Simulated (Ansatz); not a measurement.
# CaHgF3: the cost of one run

Computed with Ansatz 0.2.0 (DFT PBE, scalar-relativistic, plane waves, PAW, unless a step's input says otherwise).

**1. The starting structure**

It takes space group R-3c (No. 167, trigonal). The conventional cell has a = 5.838 Å, b = 5.838 Å, c = 14.299 Å, α = 90.00°, β = 90.00°, γ = 120.00°. Ca (site symmetry 32) is surrounded by 3 F at 2.54 Å. Hg (site symmetry -3) is surrounded by 6 F at 2.10 Å. F (site symmetry 2) is surrounded by 2 Hg at 2.10 Å and 1 Ca at 2.54 Å.

As a file:

```cif
data_structure
_symmetry_space_group_name_H-M 'P 1'
_symmetry_Int_Tables_number 1
_cell_length_a 5.8375
_cell_length_b 5.8375
_cell_length_c 5.8375
_cell_angle_alpha 60.000
_cell_angle_beta 60.000
_cell_angle_gamma 60.000
_cell_volume 140.66
loop_
_atom_site_label
_atom_site_type_symbol
_atom_site_fract_x
_atom_site_fract_y
_atom_site_fract_z
_atom_site_occupancy
Ca1 Ca 0.75000 0.75000 0.75000 1
Ca2 Ca 0.25000 0.25000 0.25000 1
Hg1 Hg 0.50000 0.50000 0.50000 1
Hg2 Hg 0.00000 0.00000 0.00000 1
F1 F 0.81475 0.25000 0.68525 1
F2 F 0.68525 0.81475 0.25000 1
F3 F 0.25000 0.68525 0.81475 1
F4 F 0.18525 0.75000 0.31475 1
F5 F 0.31475 0.18525 0.75000 1
F6 F 0.75000 0.31475 0.18525 1
```

A structure generator made this guess: perovskite family, tilts a-a-a- (R-3c, No. 167). Its size is a rough estimate.

**2. Probe: one point on a coarse mesh**

input.yaml reads:

```yaml
crystal:
  lattice:
    - [2.91876515, 1.68514985, 4.76632354]
    - [-2.91876515, 1.68514985, 4.76632354]
    - [0.0, -3.3702997, 4.76632354]
  atoms:
    - { symbol: Ca, position: [0.75, 0.75, 0.75] }
    - { symbol: Ca, position: [0.25, 0.25, 0.25] }
    - { symbol: Hg, position: [0.5, 0.5, 0.5] }
    - { symbol: Hg, position: [0.0, 0.0, 0.0] }
    - { symbol: F, position: [0.81475183, 0.25, 0.68524817] }
    - { symbol: F, position: [0.68524817, 0.81475183, 0.25] }
    - { symbol: F, position: [0.25, 0.68524817, 0.81475183] }
    - { symbol: F, position: [0.18524817, 0.75, 0.31475183] }
    - { symbol: F, position: [0.31475183, 0.18524817, 0.75] }
    - { symbol: F, position: [0.75, 0.31475183, 0.18524817] }
basis:
  ecutwfc: 420
kpoints:
  mp_grid: { grid: [4, 4, 4] }
hamiltonian:
  xc: pbe
scf:
  occupations: { method: gaussian, width: 0.1 }
  lower_state_search: "off"
output:
  forces: true
  stress: true
  eigenvalues: true
```

The run is started by

```sh
ansatz run input.yaml --threads 1 --pin off --max-ram 2560MiB --backend cpu --events-out ev --progress --plain --runs-dir out
```

Q: Estimate wall time and peak memory on 1 thread of Arm Neoverse V2, shared host.

About 5.8 s, with a peak of 0.42 GiB.
